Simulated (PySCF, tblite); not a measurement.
# C5H10Si: a rotation path, then NMR shifts on frames, part 2 of 2

tblite 0.8.0 and PySCF 2.14.0. Atoms count from 0. The steps go on from the part before.

## Step 5: Nuclear shieldings: image 4, PBE0/pcSseg-1

What the job is given:

```
{"job": {"kind": "nmr", "xc": "PBE0", "basis": "pcSseg-1", "pop": false}, "charge": 0, "multiplicity": 1}
C      2.649400    -1.164300     0.872500
C      1.734000    -1.211100    -0.079000
C      0.271800    -1.044000     0.140200
Si    -0.308800     0.656600    -0.503600
C     -1.712600     1.543200     0.378500
C     -2.117500     0.915700    -0.967700
H      2.382800    -1.023900     1.907400
H      3.700200    -1.268300     0.662000
H      2.035500    -1.353600    -1.109100
H      0.045500    -1.130600     1.203100
H     -0.266700    -1.836900    -0.380900
H      0.706300     1.478000    -1.145000
H     -2.186200     1.118900     1.251700
H     -1.723600     2.621900     0.411700
H     -2.821600     0.097200    -0.906200
H     -2.396200     1.610100    -1.747000
```

Level: GIAO PBE0/pcSseg-1 NMR shielding, non-relativistic, gas phase.

The log of the run:

```text
coarse grid: 13256 points
cycle   1  E = -485.4750611885  dE =  5.655e-01  |g| = 4.921e-01  |ddm| = 3.523e+00
cycle   2  E = -485.4359155564  dE =  3.915e-02  |g| = 6.188e-01  |ddm| = 1.037e+00
cycle   3  E = -485.5409662174  dE = -1.051e-01  |g| = 7.320e-02  |ddm| = 6.585e-01
cycle   4  E = -485.5423038089  dE = -1.338e-03  |g| = 2.843e-02  |ddm| = 1.040e-01
cycle   5  E = -485.5425019677  dE = -1.982e-04  |g| = 8.974e-03  |ddm| = 2.840e-02
cycle   6  E = -485.5425209016  dE = -1.893e-05  |g| = 2.871e-03  |ddm| = 9.078e-03
cycle   7  E = -485.5425230084  dE = -2.107e-06  |g| = 3.763e-04  |ddm| = 2.635e-03
final grid: 121688 points
cycle   8  E = -485.5789944602  dE = -2.946e-05  |g| = 7.772e-03  |ddm| = 2.280e-02
cycle   9  E = -485.5789874544  dE =  7.006e-06  |g| = 9.334e-03  |ddm| = 1.446e-02
cycle  10  E = -485.5790104811  dE = -2.303e-05  |g| = 8.654e-04  |ddm| = 8.254e-03
cycle  11  E = -485.5790106780  dE = -1.969e-07  |g| = 2.154e-04  |ddm| = 1.117e-03
cycle  12  E = -485.5790106901  dE = -1.212e-08  |g| = 4.634e-05  |ddm| = 2.271e-04
cycle  13  E = -485.5790106906  dE = -4.582e-10  |g| = 1.660e-05  |ddm| = 5.927e-05
converged SCF energy = -485.5790106906

GIAO shielding tensors (ppm)
atom      isotropic    diamagn.    paramagn.     s11        s22        s33       span
  0 C       66.413     253.023    -186.610    -44.966     88.240    155.965    200.931
  1 C       43.543     256.517    -212.975    -80.264     49.404    161.488    241.752
  2 C      168.534     253.483     -84.948    142.890    166.963    195.751     52.861
  3 Si     470.141     882.401    -412.260    345.116    358.345    706.962    361.846
  4 C      190.125     256.503     -66.377    170.087    184.607    215.681     45.594
  5 C      189.530     257.191     -67.660    169.824    183.705    215.062     45.238
  6 H       26.333      31.457      -5.124     22.933     25.480     30.586      7.653
  7 H       26.489      28.095      -1.606     23.510     25.448     30.508      6.998
  8 H       25.572      30.780      -5.208     23.204     24.781     28.731      5.527
  9 H       29.797      33.578      -3.781     25.337     29.446     34.609      9.272
 10 H       29.750      31.740      -1.990     24.717     29.049     35.484     10.767
 11 H       28.853      30.070      -1.217     23.329     26.994     36.237     12.907
 12 H       31.180      32.649      -1.468     26.490     27.396     39.655     13.165
 13 H       31.282      31.301      -0.019     25.779     27.010     41.057     15.278
 14 H       31.241      32.303      -1.062     26.428     27.608     39.686     13.258
 15 H       31.226      30.891       0.335     25.703     26.959     41.017     15.314
```

Wall time 38 s (1 thread, shared host).

In short: δ C1 143.4, C0 120.5, C2 18.4, C5 -2.6, H8 6.14, H6 5.38 ppm.

## Step 6: Shielding tensors: image 6, PBE0/pcSseg-1

What the job is given:

```
{"job": {"kind": "nmr", "xc": "PBE0", "basis": "pcSseg-1", "pop": false}, "charge": 0, "multiplicity": 1}
C      2.467500    -1.085900     1.077400
C      1.778200    -1.120600    -0.049100
C      0.292300    -1.130300    -0.137300
Si    -0.354100     0.559400    -0.736100
C     -1.459100     1.580200     0.391800
C     -2.208700     0.894000    -0.766200
H      1.980000    -1.086300     2.038500
H      3.543800    -1.060100     1.089400
H      2.298600    -1.120600    -0.998800
H     -0.137300    -1.357300     0.838600
H     -0.022600    -1.910800    -0.831900
H      0.500000     1.271400    -1.674900
H     -1.718600     1.235900     1.382600
H     -1.418000     2.658300     0.350400
H     -2.914800     0.127400    -0.477300
H     -2.634800     1.554200    -1.508300
```

With the program's defaults for keys left out, this is: GIAO PBE0/pcSseg-1 NMR shielding, non-relativistic, gas phase.

The log of the run:

```text
coarse grid: 13256 points
cycle   1  E = -485.4764228523  dE =  5.631e-01  |g| = 4.918e-01  |ddm| = 3.521e+00
cycle   2  E = -485.4371517638  dE =  3.927e-02  |g| = 6.192e-01  |ddm| = 1.045e+00
cycle   3  E = -485.5422061672  dE = -1.051e-01  |g| = 7.302e-02  |ddm| = 6.670e-01
cycle   4  E = -485.5435238806  dE = -1.318e-03  |g| = 2.938e-02  |ddm| = 1.042e-01
cycle   5  E = -485.5437341949  dE = -2.103e-04  |g| = 9.567e-03  |ddm| = 2.981e-02
cycle   6  E = -485.5437558966  dE = -2.170e-05  |g| = 2.879e-03  |ddm| = 9.372e-03
cycle   7  E = -485.5437580174  dE = -2.121e-06  |g| = 3.914e-04  |ddm| = 2.764e-03
final grid: 121688 points
cycle   8  E = -485.5800985806  dE = -3.157e-05  |g| = 8.092e-03  |ddm| = 2.446e-02
cycle   9  E = -485.5800912456  dE =  7.335e-06  |g| = 9.666e-03  |ddm| = 1.483e-02
cycle  10  E = -485.5801159247  dE = -2.468e-05  |g| = 8.729e-04  |ddm| = 8.561e-03
cycle  11  E = -485.5801161228  dE = -1.981e-07  |g| = 2.168e-04  |ddm| = 1.080e-03
cycle  12  E = -485.5801161348  dE = -1.198e-08  |g| = 4.749e-05  |ddm| = 2.175e-04
cycle  13  E = -485.5801161353  dE = -4.909e-10  |g| = 1.772e-05  |ddm| = 7.075e-05
converged SCF energy = -485.5801161353

GIAO shielding tensors (ppm)
atom      isotropic    diamagn.    paramagn.     s11        s22        s33       span
  0 C       65.876     253.405    -187.530    -45.962     87.168    156.421    202.383
  1 C       43.626     257.078    -213.452    -80.216     50.297    160.796    241.012
  2 C      166.372     253.077     -86.705    144.191    164.428    190.497     46.307
  3 Si     469.829     882.366    -412.537    346.016    360.962    702.509    356.493
  4 C      190.179     255.902     -65.723    170.803    183.753    215.981     45.179
  5 C      190.866     257.273     -66.407    170.825    187.116    214.658     43.833
  6 H       26.306      31.858      -5.552     22.837     25.498     30.584      7.747
  7 H       26.450      28.297      -1.847     23.487     25.432     30.430      6.943
  8 H       25.551      30.785      -5.234     23.229     24.835     28.589      5.359
  9 H       30.287      33.746      -3.459     26.135     29.492     35.235      9.100
 10 H       29.495      31.101      -1.607     24.669     28.661     35.154     10.486
 11 H       28.750      30.032      -1.282     23.199     26.705     36.346     13.147
 12 H       31.163      32.918      -1.756     26.555     27.334     39.599     13.044
 13 H       31.264      31.366      -0.102     25.782     27.043     40.967     15.185
 14 H       31.154      32.232      -1.077     26.233     27.658     39.572     13.339
 15 H       31.232      30.690       0.542     25.727     26.918     41.050     15.323
```

Wall time 42 s (1 thread, shared host).

This run: δ C1 143.3, C0 121.0, C2 20.6, C4 -3.3, H8 6.17, H6 5.41 ppm.

## Step 7: Nuclear shieldings: image 8, PBE0/pcSseg-1

What the job is given:

```
{"job": {"kind": "nmr", "xc": "PBE0", "basis": "pcSseg-1", "pop": false}, "charge": 0, "multiplicity": 1}
C      2.219800    -1.031800     1.239300
C      1.765400    -1.017700    -0.000600
C      0.334700    -1.175700    -0.379100
Si    -0.401900     0.488700    -0.936200
C     -1.201500     1.607400     0.347800
C     -2.206600     0.846600    -0.537600
H      1.562400    -1.187100     2.079100
H      3.261900    -0.890700     1.468800
H      2.447900    -0.856200    -0.825400
H     -0.235500    -1.561100     0.466300
H      0.250900    -1.894500    -1.195800
H      0.198600     1.090700    -2.118000
H     -1.199500     1.339100     1.394900
H     -1.187300     2.679700     0.219500
H     -2.818800     0.113100    -0.032300
H     -2.798100     1.458500    -1.202200
```

Method: GIAO PBE0/pcSseg-1 NMR shielding, non-relativistic, gas phase.

The log of the run:

```text
coarse grid: 13256 points
cycle   1  E = -485.4762795960  dE =  5.679e-01  |g| = 4.940e-01  |ddm| = 3.519e+00
cycle   2  E = -485.4351460576  dE =  4.113e-02  |g| = 6.259e-01  |ddm| = 1.069e+00
cycle   3  E = -485.5426778913  dE = -1.075e-01  |g| = 7.314e-02  |ddm| = 6.887e-01
cycle   4  E = -485.5439978534  dE = -1.320e-03  |g| = 3.019e-02  |ddm| = 1.055e-01
cycle   5  E = -485.5442200031  dE = -2.221e-04  |g| = 9.919e-03  |ddm| = 3.112e-02
cycle   6  E = -485.5442432965  dE = -2.329e-05  |g| = 2.971e-03  |ddm| = 9.696e-03
cycle   7  E = -485.5442455565  dE = -2.260e-06  |g| = 4.038e-04  |ddm| = 2.883e-03
final grid: 121688 points
cycle   8  E = -485.5804589763  dE = -2.925e-05  |g| = 7.841e-03  |ddm| = 2.387e-02
cycle   9  E = -485.5804520667  dE =  6.910e-06  |g| = 9.359e-03  |ddm| = 1.452e-02
cycle  10  E = -485.5804751989  dE = -2.313e-05  |g| = 8.242e-04  |ddm| = 8.468e-03
cycle  11  E = -485.5804753797  dE = -1.809e-07  |g| = 2.207e-04  |ddm| = 1.126e-03
cycle  12  E = -485.5804753923  dE = -1.252e-08  |g| = 5.590e-05  |ddm| = 2.396e-04
cycle  13  E = -485.5804753929  dE = -6.407e-10  |g| = 2.483e-05  |ddm| = 6.433e-05
converged SCF energy = -485.5804753929

GIAO shielding tensors (ppm)
atom      isotropic    diamagn.    paramagn.     s11        s22        s33       span
  0 C       66.661     254.047    -187.386    -44.545     87.931    156.596    201.141
  1 C       43.558     257.646    -214.088    -80.108     49.098    161.683    241.790
  2 C      163.857     252.663     -88.806    146.787    163.103    181.682     34.895
  3 Si     468.922     882.354    -413.432    339.685    366.793    700.288    360.603
  4 C      191.333     255.442     -64.109    170.592    185.703    217.704     47.112
  5 C      190.094     256.741     -66.647    170.485    186.647    213.150     42.665
  6 H       26.378      32.292      -5.914     22.699     25.682     30.752      8.054
  7 H       26.497      28.773      -2.276     23.522     25.464     30.505      6.983
  8 H       25.488      30.991      -5.503     23.106     24.870     28.488      5.382
  9 H       30.498      33.598      -3.100     26.335     29.625     35.533      9.198
 10 H       29.555      30.600      -1.045     25.185     28.297     35.184      9.999
 11 H       28.606      29.867      -1.261     23.022     26.302     36.493     13.471
 12 H       31.195      33.217      -2.022     26.600     27.365     39.620     13.020
 13 H       31.296      31.286       0.010     25.703     27.139     41.048     15.346
 14 H       31.107      32.283      -1.176     26.089     27.733     39.499     13.410
 15 H       31.202      30.524       0.678     25.656     26.884     41.065     15.409
```

It took 42 s on 1 thread, shared host.

This run: δ C1 143.4, C0 120.3, C2 23.1, C5 -3.2, H8 6.23, H6 5.34 ppm.

## Step 8: Side by side: NMR shifts

Shifts (ppm) of some atoms, chosen among heavy atoms and hydrogens apart, with basis size and wall time:

```tsv
frame	C0	C2	C5	C4	H9	H10	Si3	functions	time
image 0	119.8	23.3	-3.9	-4.3	2.26	1.19	-121.6	159	57 s
image 2	120.3	20.6	-1.8	-4.8	2.28	1.48	-120.5	159	42 s
image 4	120.5	18.4	-2.6	-3.2	1.92	1.97	-121.0	159	38 s
image 6	121.0	20.6	-3.9	-3.3	1.43	2.22	-120.7	159	42 s
image 8	120.3	23.1	-3.2	-4.4	1.22	2.16	-119.8	159	42 s
```

## Step 9: Summary of results

The summary covers parts 1 to 2.

| quantity | value |
| --- | --- |
| barrier | 0.033 eV (0.8 kcal/mol) at image 4 |
| end to end (GFN2-xTB) | 0.012 eV |
| 13C shifts against TMS (PBE0/pcSseg-1, image 0) | 143.0, 119.8, 23.3, -3.9, -4.3 ppm |
| 1H shifts against TMS (PBE0/pcSseg-1, image 0) | 6.25, 5.36, 5.18, 2.92, 2.26, 1.19, 0.58, 0.51, 0.47, 0.45 ppm |
| 29Si shifts against TMS (PBE0/pcSseg-1, image 0) | -121.6 ppm |
| surface potential, 1st and 99th percentile | -0.63 V and 0.80 V |
| range of the shift of C2 | 18.4 to 23.3 ppm |

In words: Along the band the dihedral turns by 119°, and the top (dihedral 213°) lies 0.8 kcal/mol above the start (GFN2-xTB, rough), so at room temperature this motion is fast. Ends this close can change order at a higher level. The top was not checked by a frequency run. Shifts at one fixed geometry are not the observed spectrum, which averages over the motion. In the first frame run (image 0): Shielding is most anisotropic at Si3 (span 362 ppm, paramagnetic term -412 ppm). In ppm, C2 moves most: its shift spreads over 4.9 ppm, from 18.4 (image 4) to 23.3 (image 0).
